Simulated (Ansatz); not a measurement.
# CH7GeN, SMILES [CH3][GeH2][NH2]: a geometry optimisation

Program: Ansatz's Python interface.

Notebook, run cell by cell (the value of a cell's last expression is shown):

```python
import warnings

import ansatz as az
from ase import Atoms
import numpy as np
```

```python
BASIS_SET = "def2-SVP"
FUNCTIONAL = "pbe0"
```

```python
warnings.simplefilter("ignore", az.DeckWarning)

atoms = Atoms(["C", "Ge", "N", "H", "H", "H", "H", "H", "H", "H"], positions=[
    (-0.9827, 0.4889, -0.914),
    (0.0461, -0.6693, 0.1554),
    (1.0607, 0.3337, 1.3208),
    (-1.578, -0.0492, -1.6311),
    (-0.3651, 1.204, -1.5186),
    (-1.69, 1.15, -0.2666),
    (0.9975, -1.5017, -0.7632),
    (-0.8392, -1.5947, 0.9544),
    (1.7356, 0.933, 0.7914),
    (1.6981, -0.3457, 1.8744),
])
mol = az.Crystal.molecule_from_ase(atoms)
```

```python
calculation = mol.calculation().basis(gaussian=BASIS_SET).functional(FUNCTIONAL)
symbols = [site.symbol for site in mol.cartesian_sites]
start = np.array([site.position_ang for site in mol.cartesian_sites], dtype=float)
def progress(event):
    if event["event"] == "relax_step":
        row = event["data"]
        print(f"step {row['step']:3d}  E = {row['lagrangian_ev']:.6f} eV  max force {row['allowed_force_max_ev_ang']:.4f} eV/A")


rep = calculation.relax(force_tolerance=0.005, max_steps=100).session().plan().execute(on_event=progress).report
end = np.array(rep["positions_ang"])
```

    step   1  E = -59140.098375 eV  max force 2.8062 eV/A
    step   2  E = -59140.328607 eV  max force 0.9486 eV/A
    step   3  E = -59140.291149 eV  max force 1.1761 eV/A
    step   4  E = -59140.362616 eV  max force 0.2049 eV/A
    step   5  E = -59140.362262 eV  max force 0.1991 eV/A
    step   6  E = -59140.364585 eV  max force 0.0164 eV/A
    step   7  E = -59140.364407 eV  max force 0.0405 eV/A
    step   8  E = -59140.364684 eV  max force 0.0100 eV/A
    step   9  E = -59140.364710 eV  max force 0.0038 eV/A

```python
for key in ("converged", "free_energy_ev", "reference_energy_ev", "n_frozen", "n_occupied", "n_virtual"):
    print(f"{key:22s} {rep[key]}")
```

    converged              True
    free_energy_ev         -59140.36473782497
    reference_energy_ev    -59140.36473782497
    n_frozen               0
    n_occupied             [26, 26]
    n_virtual              [69, 69]

```python
print("final positions (A) and the move of each atom")
for symbol, xyz, old in zip(symbols, end, start):
    print(f"{symbol:2s} {xyz[0]:10.5f} {xyz[1]:10.5f} {xyz[2]:10.5f}   {np.linalg.norm(xyz - old):7.4f}")
with open("ch7gen_opt.xyz", "w") as handle:
    handle.write(f"{len(symbols)}\nrelaxed CH7GeN\n")
    handle.writelines(f"{s:2s} {x:11.6f} {y:11.6f} {z:11.6f}\n" for s, (x, y, z) in zip(symbols, end))
```

    final positions (A) and the move of each atom
    C    -0.99959    0.52919   -0.93254    0.0475
    Ge    0.09712   -0.69615    0.11010    0.0733
    N     1.09204    0.31034    1.29097    0.0492
    H    -1.65407   -0.02701   -1.61959    0.0801
    H    -0.36693    1.20219   -1.53032    0.0120
    H    -1.62211    1.13845   -0.26203    0.0690
    H     0.94724   -1.57237   -0.85103    0.1234
    H    -0.76933   -1.63127    0.97785    0.0823
    H     1.75641    0.93751    0.84338    0.0562
    H     1.60221   -0.24188    1.97611    0.1741

`ch7gen_opt.xyz`, as written:
```text
10
relaxed CH7GeN
C    -0.999586    0.529185   -0.932543
Ge    0.097125   -0.696154    0.110098
N     1.092041    0.310344    1.290974
H    -1.654066   -0.027011   -1.619593
H    -0.366930    1.202192   -1.530321
H    -1.622112    1.138451   -0.262034
H     0.947242   -1.572370   -0.851027
H    -0.769327   -1.631267    0.977852
H     1.756405    0.937507    0.843380
H     1.602208   -0.241876    1.976113
```

Caveats:
- Total energies depend on the basis set; only differences at equal settings carry meaning.
- The end point is the stationary point reached from this start; no frequency run checks that it is a minimum, and the basis set is modest.
- Wall time of the script: 40 s on 1 thread of Arm Neoverse V1, on a shared host, peak memory 0.28 GiB.

(Lines on the test bed's own set-up are left out of the output.)
